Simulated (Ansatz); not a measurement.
C2H4ClFTe, SMILES CC(F)(Cl)[TeH], vertical spin-state energies

Computed with Ansatz 0.2.0, Python API.

Notebook, run cell by cell (the value of a cell's last expression is shown):

```python
import ansatz

geometry_ang = [
    ("C", (-0.0173, -1.0291, -0.1433)),
    ("C", (0.525, 0.4139, -0.2079)),
    ("F", (1.875, 0.3341, -0.2769)),
    ("Cl", (0.0135, 1.2877, -1.6551)),
    ("Te", (-0.0297, 1.5159, 1.5286)),
    ("H", (-1.1745, -0.915, -0.1157)),
    ("H", (0.2616, -1.5563, -1.053)),
    ("H", (0.3412, -1.5014, 0.7393)),
    ("H", (-1.7064, 1.4039, 1.167)),
]
mol = ansatz.Crystal.molecule()
for symbol, xyz in geometry_ang:
    mol = mol.atom(symbol, xyz)

calc = mol.calculation()
calc = calc.basis(gaussian="def2-SVPD").correlation("MP2")
found = {}
for unpaired in [0, 2, 4]:
    report = calc.spin("collinear", total=unpaired).run(threads=1).report
    s = unpaired / 2
    found[unpaired] = report["free_energy_ev"]
    print(f"2S+1 = {unpaired + 1}: E = {found[unpaired]:.5f} eV, <S^2> = {abs(report['mean_field']['state']['spin_squared']):.3f} (pure state {s * (s + 1):.2f})")
lowest = min(found, key=found.get)
for unpaired, e in found.items():
    print(f"multiplicity {unpaired + 1}: {(e - found[lowest]):.3f} eV above the lowest")
```

    2S+1 = 1: E = -24611.62713 eV, <S^2> = 0.000 (pure state 0.00)
    2S+1 = 3: E = -24608.27452 eV, <S^2> = 2.027 (pure state 2.00)
    2S+1 = 5: E = -24602.55571 eV, <S^2> = 6.028 (pure state 6.00)
    multiplicity 1: 0.000 eV above the lowest
    multiplicity 3: 3.353 eV above the lowest
    multiplicity 5: 9.071 eV above the lowest

In order: multiplicity 1 (+0.00 eV), multiplicity 3 (+3.35 eV) and multiplicity 5 (+9.07 eV), all at the one geometry.

Reading the output:
- Total energies depend on the basis set; only differences at equal settings carry meaning.
- The geometry is a force-field or estimated start, not a minimum of this method, and the basis set is short of its limit. All parts are taken at fixed geometry, without zero-point energy.
- def2 sets replace the cores of elements past krypton by effective core potentials.
- Spin-orbit coupling, which mixes and shifts the spin states of heavy atoms, is left out.
- S² is that of the Hartree-Fock reference.
- Timing: 66 s on 1 thread of Arm Neoverse V1 (shared host), peak memory 0.59 GiB.
